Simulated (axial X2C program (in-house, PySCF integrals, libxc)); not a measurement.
# AsB⁻: from the state search to constants

What are the state, bond length, wavenumber and bond energy of AsB⁻, and what does spin–orbit coupling change?

Method: all-electron X2C, As dyall-acv3z, B dyall-av3z; program: an in-house X2C program for linear molecules on PySCF integrals.

All values are calculated.

## (1) Set-up

task.json

```json
{"zs": [33, 5], "q": -1, "bas": ["dyall-acv3z", "dyall-av3z"], "levels": ["PBE0", "HF", "TPSS"], "cc": true, "r0": 2.06, "thr": -2.0, "nmax": 90, "npts": 10, "nst": 2, "ntry": 6}
```

Keys: zs atomic numbers; q charge; bas basis sets; levels methods (HF also brings MP2); cc coupled cluster on or off; r0 starting distance in Å; thr threshold in hartree for freezing inner shells (an s shell follows its p shell); nmax most natural virtual spinors; npts points asked for on the curve; nst determinants followed; ntry starts of the search.

On the command line:

```sh
python so2c.py task.json out
```

Spin-free means the one-electron spin-free X2C Hamiltonian; two-component (2c) means X2C with spin–orbit coupling and atomic mean-field two-electron Coulomb and Gaunt terms. Basis: As dyall-acv3z contracted to [10s10p7d5f1g], B dyall-av3z contracted to [8s7p3d2f]; Gaussian nuclei, density fitting. Masses: As 74.922 u, B 11.009 u.

Notation: σ, π±, δ± give the projection m of an orbital's angular momentum (0, ±1, ±2), α and β its spin, Λ and M_S the sums; ω is the projection of a spinor's total angular momentum and Ω the sum. Logs are in hartree.

The results follow Hamiltonian by Hamiltonian and level by level.

## (2) State search with PBE0

PBE0 moves the distance from 2.060 Å to 1.798 Å and compares determinants there.

Spin-free determinants:

| ΔE (eV) | state | open shells |
| --- | --- | --- |
| 0.00 | M_S = 1/2, Λ = 0 | beyond closed shells: σα |
| 0.96 | M_S = 1/2, Λ = 1 | beyond closed shells: π+α, π+β, π-α |
| 2.74 | M_S = 3/2, Λ = 0 | beyond closed shells: σα, π+α, π+β, 2 × π-α |
| 2.74 | M_S = 3/2, Λ = 2 | beyond closed shells: σα, 2 × π+α, π+β, π-α |
| 3.03 | M_S = 3/2, Λ = 1 | beyond closed shells: 2 × σα, π+α, π+β, π-α |
| 3.15 | M_S = 1/2, Λ = 2 | beyond closed shells: σα, π+α, 2 × π+β, π-α |
| 3.18 | M_S = 1/2, Λ = 1 | beyond closed shells: 2 × σα, π+α, π+β, π-β |

Two-component determinants:

```json
{"ΔE (eV)": "0.00", "state": "Ω = 1/2", "open shells": "excess of +ω over −ω: ω = 1/2"}
{"ΔE (eV)": "0.90", "state": "Ω = 3/2", "open shells": "excess of +ω over −ω: ω = 3/2"}
{"ΔE (eV)": "2.70", "state": "Ω = 7/2", "open shells": "excess of +ω over −ω: ω = 1/2, 2 × ω = 3/2"}
{"ΔE (eV)": "2.82", "state": "Ω = 3/2", "open shells": "excess of +ω over −ω: ω = 3/2"}
{"ΔE (eV)": "3.00", "state": "Ω = 5/2", "open shells": "excess of +ω over −ω: 2 × ω = 1/2, ω = 3/2"}
{"ΔE (eV)": "3.09", "state": "Ω = 1/2", "open shells": "excess of +ω over −ω: 2 × ω = -1/2, ω = 3/2"}
{"ΔE (eV)": "3.11", "state": "Ω = 5/2", "open shells": "excess of +ω over −ω: ω = -1/2, 2 × ω = 3/2"}
```

## (3) PBE0, spin-free

State followed: M_S = 1/2, Λ = 0 (beyond closed shells: σα). The scan is laid around 1.798 Å, a first estimate of the minimum, and this SCF restarts from the orbitals of the search.

The SCF at the reference distance of 1.798 Å:

```text
spin-free X2C-1e  PBE0
basis functions 177  fitting functions 980  grid points 5074
iter        total energy     max residual
   1      -2285.346675374     2.38e-06
   2      -2285.346675374     5.12e-06
converged
one-electron -3285.43505081  Coulomb 1039.77645343  exact exchange -21.65003511  xc functional -66.59991151  nuclear repulsion 48.56186863
```

Along the bond, energies from the lowest point:

| R (Å) | E (eV) | μ (D) | HOMO (eV) | LUMO (eV) | iterations |
| --- | --- | --- | --- | --- | --- |
| 1.564 | 1.0542 | -2.22 | -0.90 | 2.64 | 14 |
| 1.636 | 0.4393 | -2.27 | -0.79 | 2.53 | 14 |
| 1.690 | 0.1731 | -2.31 | -0.73 | 2.44 | 14 |
| 1.744 | 0.0357 | -2.34 | -0.67 | 2.35 | 14 |
| 1.798 | 0.0000 | -2.37 | -0.62 | 2.25 | 2 |
| 1.861 | 0.0567 | -2.41 | -0.57 | 2.14 | 15 |
| 1.924 | 0.1921 | -2.45 | -0.53 | 2.02 | 14 |
| 2.005 | 0.4456 | -2.48 | -0.49 | 1.88 | 16 |
| 2.104 | 0.8284 | -2.52 | -0.44 | 1.73 | 14 |
| 2.248 | 1.4429 | -2.54 | -0.40 | 1.54 | 17 |

Dipoles are positive if B is the positive end and refer to the centre of mass.

Outer orbitals at the reference distance:

| symmetry | occupied | ε (eV) | atomic character |
| --- | --- | --- | --- |
| σα | yes | -11.10 | 51% As s, 22% B s, 16% B p |
| σβ | yes | -10.77 | 54% As s, 20% B s, 17% B p |
| σα | yes | -4.66 | 37% As p, 33% B s, 11% As s |
| σβ | yes | -3.56 | 50% As p, 26% B s, 11% As s |
| σα | yes | -1.35 | 48% B p, 27% As p, 11% B s |
| π+α | yes | -0.74 | 51% As p, 40% B p, 4% B d |
| π-α | yes | -0.74 | 51% As p, 40% B p, 4% B d |
| π-β | yes | -0.62 | 57% As p, 33% B p, 7% B d |
| π+β | yes | -0.62 | 57% As p, 33% B p, 7% B d |
| σβ | no | 2.25 | 37% B s, 36% B p, 11% As p |
| σα | no | 2.81 | 88% B p, 8% As p |
| σβ | no | 2.90 | 80% B p, 11% As p, 6% B s |
| π-α | no | 3.00 | 94% B p, 3% B d, 2% As p |

PBE0 fields in the half plane through the axis: z from -2.4 to 3.9 Å across, distance from the axis 0.15 to 2.25 Å upwards; As lies at z = 0 and B at z = 1.798 Å; the ELF is damped to zero where the density is low.

log10 density (e/bohr³). Ten even steps from '0' (-3.98 ) to '9' (1.40 ):
```
0001112222222211111000
0011222233222222211100
0112233333333333222110
0122334444444333332211
1123344454444444433221
1223445555555554443321
1233455776555555544322
1233456898655686544322
```

ELF. Ten even steps from ' ' (0.00 ) to '@' (1.00 ):
```
        ..::--========----::::......        
      ::--==++++++++++====--------::::..    
    ..--++****##******++++++++++++++==--::  
  ..--++**##########************######**==::
  ::==**##%%%%##******##########%%%%%%%%**==
..::++##%%%%**::::::==##%%##**%%@@@@@@@@%%**
..--++##%%**::--++--..**%%--  ::@@@@@@@@%%##
..--**##%%++::##::##..++##  @@..##@@@@@@@@##
```

Re = 1.793 Å, ωe = 885 cm⁻¹, ωexe = 4.46 cm⁻¹, Be = 0.5462 cm⁻¹, De = 4.82 eV, μ = -2.37 D.

## (4) HF, spin-free

Output at 1.798 Å:

```text
spin-free X2C-1e  HF
basis functions 177  fitting functions 980  grid points 5074
iter        total energy     max residual
   1      -2283.696869198     2.37e-01
   2      -2283.719019876     8.57e-03
   3      -2283.720530450     6.51e-03
   4      -2283.721371580     2.84e-03
   5      -2283.721999969     2.53e-03
   6      -2283.722724799     2.52e-03
   7      -2283.723363155     2.58e-03
   8      -2283.724950600     2.37e-03
   9      -2283.727498869     1.08e-03
  10      -2283.727170060     1.48e-03
  11      -2283.727524089     4.17e-04
  12      -2283.727536809     1.15e-04
  13      -2283.727538411     1.06e-04
  14      -2283.727539676     2.74e-05
  15      -2283.727539739     2.05e-05
  16      -2283.727539788     7.31e-06
  17      -2283.727539796     1.69e-06
  18      -2283.727539797     4.91e-07
converged
one-electron -3285.48774464  Coulomb 1039.96347611  exact exchange -86.76513990  xc functional 0.00000000  nuclear repulsion 48.56186863
```

Re = 1.812 Å, ωe = 846 cm⁻¹, ωexe = 3.95 cm⁻¹, Be = 0.5352 cm⁻¹, De = 3.02 eV, μ = -2.12 D. ⟨S²⟩ = 1.36 against 0.75 for a pure state, so this determinant mixes spins.

## (5) TPSS, spin-free

The SCF at the reference distance of 1.798 Å:

```text
spin-free X2C-1e  TPSS
basis functions 177  fitting functions 980  grid points 5074
iter        total energy     max residual
   1      -2285.621891709     6.58e-02
   2      -2285.623058524     9.59e-03
   3      -2285.619483863     1.21e-02
   4      -2285.620347178     1.40e-02
   5      -2285.624008409     3.34e-04
   6      -2285.624011731     2.82e-04
   7      -2285.624014502     1.27e-04
   8      -2285.624015387     9.69e-05
   9      -2285.624015936     1.06e-05
  10      -2285.624015951     1.37e-06
  11      -2285.624015951     3.92e-07
converged
one-electron -3284.92282767  Coulomb 1039.23848574  exact exchange 0.00000000  xc functional -88.50154265  nuclear repulsion 48.56186863
```

Re = 1.805 Å, ωe = 853 cm⁻¹, ωexe = 4.47 cm⁻¹, Be = 0.5388 cm⁻¹, De = 4.85 eV, μ = -2.48 D.

## (6) Correlated methods, spin-free

Correlated methods: 9 electrons correlated (frozen shells, counted by type: As 3 s, 2 p, 1 d; B 1 s), 273 virtual spinors in MP2, 90 natural virtuals in coupled cluster.

Output of the correlated part at 1.798 Å:

```text
correlated 9  virtual 273  natural virtual 90  E(MP2) -0.197917299  MP2 remainder -0.007018498
iter   CCSD correlation   residual
   1     -0.202195126   1.38e-01
   2     -0.211151921   7.99e-02
   3     -0.217093506   5.44e-02
   4     -0.221356655   3.20e-02
   5     -0.222244666   1.09e-02
   6     -0.222510024   4.65e-03
   7     -0.222581227   2.04e-03
   8     -0.222546589   9.85e-04
   9     -0.222547486   4.21e-04
  10     -0.222543296   1.55e-04
  11     -0.222543805   4.99e-05
  12     -0.222543974   1.72e-05
  13     -0.222544259   7.28e-06
  14     -0.222544500   3.34e-06
  15     -0.222544635   1.62e-06
  16     -0.222544695   7.56e-07
  17     -0.222544716   3.86e-07
  18     -0.222544724   2.19e-07
(T) -0.016091171  T1 0.1111  D1 0.1590  max T2 0.086
```

T1 in the output is the amplitude norm over the root of the electron number; divide by √2 for the Lee–Taylor value.

MP2: No constants are quoted: the reference is strongly spin-contaminated.

CCSD: Re = 1.796 Å, ωe = 905 cm⁻¹, ωexe = 4.39 cm⁻¹, Be = 0.5443 cm⁻¹, De = 4.25 eV. T1 at Re = 0.078 (Lee–Taylor, the printed value over √2).

CCSD(T): Re = 1.801 Å, ωe = 899 cm⁻¹, ωexe = 4.4 cm⁻¹, Be = 0.5412 cm⁻¹, De = 4.51 eV. T1 at Re = 0.079 (Lee–Taylor, the printed value over √2).

## (7) A higher determinant, spin-free

State: M_S = 1/2, Λ = 1 (beyond closed shells: π+α, π+β, π-α).

Output at the reference distance:

```text
spin-free X2C-1e  PBE0
basis functions 177  fitting functions 980  grid points 5074
iter        total energy     max residual
   1      -2285.311497404     2.13e-05
   2      -2285.311497410     1.41e-05
   3      -2285.311497414     8.57e-06
   4      -2285.311497415     4.43e-06
converged
one-electron -3284.45765164  Coulomb 1038.83069337  exact exchange -21.65230807  xc functional -66.59409970  nuclear repulsion 48.56186863
```

| R (Å) | E above the lowest PBE0 point (eV) |
| --- | --- |
| 1.564 | 2.806 |
| 1.636 | 1.928 |
| 1.690 | 1.476 |
| 1.744 | 1.161 |
| 1.798 | 0.957 |
| 1.861 | 0.829 |
| 1.924 | 0.792 |
| 2.005 | 0.844 |
| 2.104 | 1.011 |

Re = 1.923 Å, ωe = 703 cm⁻¹, ωexe = 3.53 cm⁻¹, Be = 0.4749 cm⁻¹, μ = -4.77 D. Te = 0.79 eV.

## (8) The spin-free curves together

Energy (eV) of the followed determinant, spin-free, from each level's lowest point:

| R (Å) | PBE0 | HF | MP2 (spin-contaminated) | CCSD | CCSD(T) | TPSS |
| --- | --- | --- | --- | --- | --- | --- |
| 1.564 | 1.054 | 1.172 | 0.888 | n/a | n/a | 1.114 |
| 1.636 | 0.439 | 0.518 | 0.304 | 0.479 | 0.507 | 0.485 |
| 1.690 | 0.173 | 0.225 | 0.082 | 0.193 | 0.211 | 0.206 |
| 1.744 | 0.036 | 0.062 | 0.000 | 0.043 | 0.051 | 0.053 |
| 1.798 | 0.000 | 0.000 | 0.024 | 0.000 | 0.000 | 0.000 |
| 1.861 | 0.057 | 0.026 | 0.147 | 0.055 | 0.046 | 0.036 |
| 1.924 | 0.192 | 0.132 | 0.343 | 0.194 | 0.177 | 0.149 |
| 2.005 | 0.446 | 0.349 | 0.664 | 0.457 | 0.432 | 0.374 |
| 2.104 | 0.828 | 0.696 | 1.119 | n/a | n/a | 0.722 |
| 2.248 | 1.443 | 1.273 | 1.838 | n/a | n/a | 1.290 |

## (9) PBE0, 2c

State followed: Ω = 1/2 (excess of +ω over −ω: ω = 1/2). The scan is laid around 1.798 Å, a first estimate of the minimum, and this SCF restarts from the orbitals of the search.

Output at 1.798 Å:

```text
two-component X2C + atomic mean field  PBE0
basis functions 177  fitting functions 980  grid points 5074
iter        total energy     max residual
   1      -2284.602489424     5.57e-06
   2      -2284.602489425     7.64e-06
converged
one-electron -3283.50188624  Coulomb 1039.35800225  exact exchange -21.64133870  xc functional -66.57346432  nuclear repulsion 48.56186863  atomic mean-field constant -0.80567104
```

Along the bond, energies from the lowest point:

| R (Å) | E (eV) | μ (D) | HOMO (eV) | LUMO (eV) | iterations |
| --- | --- | --- | --- | --- | --- |
| 1.564 | 1.0547 | -2.23 | -0.84 | 2.65 | 14 |
| 1.636 | 0.4400 | -2.28 | -0.73 | 2.53 | 14 |
| 1.690 | 0.1737 | -2.32 | -0.67 | 2.44 | 14 |
| 1.744 | 0.0360 | -2.35 | -0.61 | 2.35 | 14 |
| 1.798 | 0.0000 | -2.39 | -0.56 | 2.25 | 2 |
| 1.861 | 0.0560 | -2.43 | -0.51 | 2.14 | 15 |
| 1.924 | 0.1906 | -2.46 | -0.47 | 2.02 | 15 |
| 2.005 | 0.4424 | -2.51 | -0.43 | 1.88 | 17 |
| 2.104 | 0.8221 | -2.56 | -0.39 | 1.72 | 18 |
| 2.248 | 1.4261 | -2.66 | -0.37 | 1.51 | 22 |

Dipoles are positive if B is the positive end and refer to the centre of mass.

Outer spinors at the reference distance:

```json
{"ω": "1/2", "occupied": "yes", "ε (eV)": "-11.11", "atomic character": "51% As s, 22% B s, 16% B p", "λ mixture": "100% σ"}
{"ω": "-1/2", "occupied": "yes", "ε (eV)": "-10.77", "atomic character": "54% As s, 20% B s, 17% B p", "λ mixture": "100% σ"}
{"ω": "1/2", "occupied": "yes", "ε (eV)": "-4.65", "atomic character": "37% As p, 33% B s, 11% As s", "λ mixture": "100% σ"}
{"ω": "-1/2", "occupied": "yes", "ε (eV)": "-3.56", "atomic character": "50% As p, 26% B s, 11% As s", "λ mixture": "100% σ"}
{"ω": "1/2", "occupied": "yes", "ε (eV)": "-1.35", "atomic character": "48% B p, 27% As p, 11% B s", "λ mixture": "99% σ, 1% π"}
{"ω": "-1/2", "occupied": "yes", "ε (eV)": "-0.79", "atomic character": "51% As p, 39% B p, 5% B d", "λ mixture": "100% π"}
{"ω": "3/2", "occupied": "yes", "ε (eV)": "-0.69", "atomic character": "50% As p, 41% B p, 4% B d", "λ mixture": "100% π"}
{"ω": "1/2", "occupied": "yes", "ε (eV)": "-0.67", "atomic character": "57% As p, 32% B p, 7% B d", "λ mixture": "99% π, 1% σ"}
{"ω": "-3/2", "occupied": "yes", "ε (eV)": "-0.56", "atomic character": "56% As p, 33% B p, 7% B d", "λ mixture": "100% π"}
{"ω": "-1/2", "occupied": "no", "ε (eV)": "2.25", "atomic character": "37% B p, 36% B s, 11% As s", "λ mixture": "100% σ"}
{"ω": "1/2", "occupied": "no", "ε (eV)": "2.84", "atomic character": "91% B p, 6% As p", "λ mixture": "100% σ"}
{"ω": "-1/2", "occupied": "no", "ε (eV)": "2.95", "atomic character": "83% B p, 11% As p, 4% B s", "λ mixture": "100% σ"}
{"ω": "-1/2", "occupied": "no", "ε (eV)": "3.00", "atomic character": "94% B p, 3% B d, 2% As p", "λ mixture": "100% π"}
```

PBE0 fields in the half plane through the axis: z from -2.4 to 3.9 Å across, distance from the axis 0.15 to 2.25 Å upwards; As lies at z = 0 and B at z = 1.798 Å; the ELF is damped to zero where the density is low.

log10 density (e/bohr³). Ten even steps from ' ' (-3.98 ) to '@' (1.40 ):
```
      ......::::::::::::::::..........      
    ....::::::::----::::::::::::::......    
  ....::::----------------------::::::....  
  ..::::----==============----------::::....
....::----======++================----::::..
..::::--====++++++++++++++++++======----::..
..::----==++++######++++++++++++++====--::::
..::----==++**%%@@%%**++++**%%**++====--::::
```

ELF. Ten even steps from '0' (0.00 ) to '9' (1.00 ):
```
0000123444433221110000
0002345555544333322100
0013566766655555554320
0135677777666666777642
0246788766677777888864
1257886222478768999986
1357862353168302999987
1367852727157091799997
```

Re = 1.793 Å, ωe = 883 cm⁻¹, ωexe = 4.51 cm⁻¹, Be = 0.546 cm⁻¹, De = 4.81 eV, μ = -2.38 D.

## (10) HF, 2c

The SCF at the reference distance of 1.798 Å:

```text
two-component X2C + atomic mean field  HF
basis functions 177  fitting functions 980  grid points 5074
iter        total energy     max residual
   1      -2282.953041215     2.37e-01
   2      -2282.975185245     8.55e-03
   3      -2282.976701470     6.53e-03
   4      -2282.977540927     3.01e-03
   5      -2282.978171135     2.67e-03
   6      -2282.978900138     2.55e-03
   7      -2282.979556447     2.67e-03
   8      -2282.981163400     2.43e-03
   9      -2282.983611986     1.00e-03
  10      -2282.983295711     1.56e-03
  11      -2282.983651438     4.60e-04
  12      -2282.983657291     2.49e-04
  13      -2282.983662684     1.25e-04
  14      -2282.983664365     9.70e-05
  15      -2282.983665707     6.82e-05
  16      -2282.983666174     6.93e-05
  17      -2282.983666388     7.23e-05
  18      -2282.983666728     4.46e-05
  19      -2282.983666935     1.03e-05
  20      -2282.983666951     2.08e-06
  21      -2282.983666952     9.19e-07
converged
one-electron -3283.55430545  Coulomb 1039.54435681  exact exchange -86.72991591  xc functional 0.00000000  nuclear repulsion 48.56186863  atomic mean-field constant -0.80567104
```

Re = 1.812 Å, ωe = 844 cm⁻¹, Be = 0.5347 cm⁻¹, De = 3.00 eV, μ = -2.13 D.

## (11) TPSS, 2c

Output at 1.798 Å:

```text
two-component X2C + atomic mean field  TPSS
basis functions 177  fitting functions 980  grid points 5074
iter        total energy     max residual
   1      -2284.877356539     6.56e-02
   2      -2284.878536291     9.62e-03
   3      -2284.875025637     1.20e-02
   4      -2284.875858231     1.39e-02
   5      -2284.879478684     3.40e-04
   6      -2284.879481963     2.80e-04
   7      -2284.879484723     1.27e-04
   8      -2284.879485596     9.66e-05
   9      -2284.879486136     1.05e-05
  10      -2284.879486150     1.35e-06
  11      -2284.879486150     3.90e-07
converged
one-electron -3282.98948977  Coulomb 1038.81989414  exact exchange 0.00000000  xc functional -88.46608812  nuclear repulsion 48.56186863  atomic mean-field constant -0.80567104
```

Re = 1.806 Å, ωe = 852 cm⁻¹, ωexe = 4.49 cm⁻¹, Be = 0.5387 cm⁻¹, De = 4.85 eV, μ = -2.49 D.

## (12) MP2 and beyond, 2c

Correlated methods: 9 electrons correlated (frozen shells, counted by type: As 3 s, 2 p, 1 d; B 1 s), 273 virtual spinors in MP2, 90 natural virtuals in coupled cluster.

Output of the correlated part at 1.798 Å:

```text
correlated 9  virtual 273  natural virtual 90  E(MP2) -0.197942401  MP2 remainder -0.007026545
iter   CCSD correlation   residual
   1     -0.202224038   1.38e-01
   2     -0.211176858   7.97e-02
   3     -0.217091453   5.43e-02
   4     -0.221318426   3.18e-02
   5     -0.222206695   1.09e-02
   6     -0.222469755   4.65e-03
   7     -0.222541107   2.03e-03
   8     -0.222507012   9.82e-04
   9     -0.222507792   4.22e-04
  10     -0.222503619   1.58e-04
  11     -0.222504081   5.51e-05
  12     -0.222504205   2.43e-05
  13     -0.222504558   1.51e-05
  14     -0.222504980   1.02e-05
  15     -0.222505229   6.21e-06
  16     -0.222505251   3.13e-06
  17     -0.222505201   1.57e-06
  18     -0.222505151   7.75e-07
  19     -0.222505131   3.87e-07
  20     -0.222505112   1.98e-07
(T) -0.016077515  T1 0.1107  D1 0.1611  max T2 0.085
```

MP2: No constants are quoted: the reference is strongly spin-contaminated.

CCSD: Re = 1.797 Å, ωe = 905 cm⁻¹, Be = 0.544 cm⁻¹, De = 4.20 eV. T1 at Re = 0.078 (Lee–Taylor, the printed value over √2).

CCSD(T): Re = 1.802 Å, ωe = 899 cm⁻¹, Be = 0.5409 cm⁻¹, De = 4.45 eV. T1 at Re = 0.079 (Lee–Taylor, the printed value over √2).

## (13) A higher determinant, 2c

State: Ω = 3/2 (excess of +ω over −ω: ω = 3/2).

Output at the reference distance:

```text
two-component X2C + atomic mean field  PBE0
basis functions 177  fitting functions 980  grid points 5074
iter        total energy     max residual
   1      -2284.569266791     2.21e-05
   2      -2284.569266814     1.58e-05
   3      -2284.569266820     9.50e-06
   4      -2284.569266825     6.74e-06
   5      -2284.569266826     2.61e-06
converged
one-electron -3282.56098998  Coulomb 1038.44749548  exact exchange -21.64373680  xc functional -66.56823312  nuclear repulsion 48.56186863  atomic mean-field constant -0.80567104
```

| R (Å) | E above the lowest PBE0 point (eV) |
| --- | --- |
| 1.564 | 2.748 |
| 1.636 | 1.872 |
| 1.690 | 1.421 |
| 1.744 | 1.107 |
| 1.798 | 0.904 |
| 1.861 | 0.776 |
| 1.924 | 0.740 |
| 2.005 | 0.792 |
| 2.104 | 0.961 |

Re = 1.923 Å, ωe = 703 cm⁻¹, ωexe = 3.51 cm⁻¹, Be = 0.4751 cm⁻¹, μ = -4.77 D. Te = 0.74 eV.

## (14) The 2c curves together

Energy (eV) of the followed determinant, 2c, from each level's lowest point:

| R (Å) | PBE0 | HF | MP2 (spin-contaminated) | CCSD | CCSD(T) | TPSS |
| --- | --- | --- | --- | --- | --- | --- |
| 1.564 | 1.055 | 1.173 | 0.890 | n/a | n/a | 1.114 |
| 1.636 | 0.440 | 0.519 | 0.305 | 0.480 | 0.508 | 0.485 |
| 1.690 | 0.174 | 0.226 | 0.083 | 0.194 | 0.212 | 0.206 |
| 1.744 | 0.036 | 0.062 | 0.000 | 0.043 | 0.052 | 0.053 |
| 1.798 | 0.000 | 0.000 | 0.023 | 0.000 | 0.000 | 0.000 |
| 1.861 | 0.056 | 0.025 | 0.144 | 0.054 | 0.045 | 0.035 |
| 1.924 | 0.191 | 0.129 | 0.337 | 0.190 | 0.174 | 0.148 |
| 2.005 | 0.442 | 0.340 | 0.648 | 0.440 | 0.417 | 0.372 |
| 2.104 | 0.822 | 0.635 | 1.017 | n/a | n/a | 0.719 |
| 2.248 | 1.426 | 1.055 | 1.544 | n/a | n/a | 1.284 |

The whole job took 2 min on 1 thread, shared host.

## (15) What came out

Lowest determinant that the search found at its distance, spin-free: M_S = 1/2, Λ = 0 (beyond closed shells: σα).

Lowest determinant that the search found at its distance, 2c: Ω = 1/2 (excess of +ω over −ω: ω = 1/2).

```
Hamiltonian    level  Re (Å)  ωe (cm⁻¹)  De (eV)  μ (D)
  spin-free     PBE0   1.793        885     4.82  -2.37
  spin-free       HF   1.812        846     3.02  -2.12
  spin-free     CCSD   1.796        905     4.25    n/a
  spin-free  CCSD(T)   1.801        899     4.51    n/a
  spin-free     TPSS   1.805        853     4.85  -2.48
         2c     PBE0   1.793        883     4.81  -2.38
         2c       HF   1.812        844     3.00  -2.13
         2c     CCSD   1.797        905     4.20    n/a
         2c  CCSD(T)   1.802        899     4.45    n/a
         2c     TPSS   1.806        852     4.85  -2.49
```

Dipoles are positive if B is the positive end and refer to the centre of mass. No constants: spin-free MP2 (the reference is strongly spin-contaminated); 2c MP2 (the reference is strongly spin-contaminated). Spin-free ⟨S²⟩ is off its pure value at HF 1.36.

Time per point (s) on 1 thread, shared host (2c runs; CCSD comes with the CCSD(T) run); the times are rough: PBE0 0.59, HF 0.48, CCSD(T) 3.8, TPSS 0.68.

At CCSD(T), going from spin-free to two-component changes Re by +1 mÅ, ωe by 0.0 %, which is small (part of it comes from the scalar share of the two-electron terms). De moves by -0.06 eV; both De rest on single-determinant atoms, which can miss part of an open shell's spin–orbit lowering.

De refers to As- + B, each in the lowest determinant found, which need not be this curve's own limit. The state is a single determinant with fixed occupations, the lowest that a limited PBE0 search found. De is counted from the lowest determinant-based energies of the atoms at the same level, without counterpoise correction. Density functionals use the spin component along the axis (collinear). CCSD and (T) use frozen natural virtuals with an MP2 correction for the truncation. The meta-GGAs lack a current-density term, which matters for open shells with orbital currents, atoms included. The spin-free determinant is spin-contaminated at some levels. T1 at Re is 0.079 (Lee–Taylor), above the customary mark of 0.02.
